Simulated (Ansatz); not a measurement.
# C2H4BClTe: the cost of one run

Method: RKS B3LYP-D4/def2-SVP, in Ansatz 0.2.0.

### Step 1. The starting structure

Bond lengths: B1–C2 1.603 Å, C2–C3 1.374 Å, C3–Cl4 1.742 Å, C3–Te5 2.093 Å, B1–H6 1.220 Å, B1–H7 1.149 Å, C2–H8 1.078 Å, Te5–H9 1.781 Å. Angles: B1–C2–C3 125.9°, B1–C2–H8 112.8°, C3–C2–H8 121.3°, C2–B1–H6 117.2°, C2–B1–H7 121.9°, H6–B1–H7 120.7°, C2–C3–Cl4 119.8°, C2–C3–Te5 118.5°, Cl4–C3–Te5 121.7°, C3–Te5–H9 90.8°.

Coordinates:

```xyz
9

B     1.7330   -0.1504   -0.5544
C     0.3647   -0.3530    0.2561
C    -0.8966   -0.0734   -0.2106
Cl   -1.0993    0.6172   -1.7974
Te   -2.5327   -0.4733    1.0319
H     1.6555    0.3614   -1.6588
H     2.7561   -0.3752   -0.0832
H     0.5205   -0.7506    1.2454
H    -2.4127    1.1509    1.7538
```

### Step 2. Relaxing end A

Input file input.yaml:

```yaml
crystal:
  periodic: [false, false, false]
  atoms:
    - { symbol: B, position_ang: [1.733, -0.1504, -0.5544] }
    - { symbol: C, position_ang: [0.3647, -0.353, 0.2561] }
    - { symbol: C, position_ang: [-0.8966, -0.0734, -0.2106] }
    - { symbol: Cl, position_ang: [-1.0993, 0.6172, -1.7974] }
    - { symbol: Te, position_ang: [-2.5327, -0.4733, 1.0319] }
    - { symbol: H, position_ang: [1.6555, 0.3614, -1.6588] }
    - { symbol: H, position_ang: [2.7561, -0.3752, -0.0832] }
    - { symbol: H, position_ang: [0.5205, -0.7506, 1.2454] }
    - { symbol: H, position_ang: [-2.4127, 1.1509, 1.7538] }
basis:
  gaussian: { orbitals: def2-SVP }
hamiltonian:
  xc: b3lyp
  dispersion: d4
relax:
  f_tol: 0.015
  max_steps: 40
```

Started as:

```sh
$ ansatz run input.yaml --threads 2 --pin off --max-ram 3072MiB --backend cpu --events-out ev --progress --plain --runs-dir out
```

Q: Estimate wall time and peak memory on 2 threads of Arm Neoverse V1, shared host.

About 82 s, with a peak of 0.26 GiB.
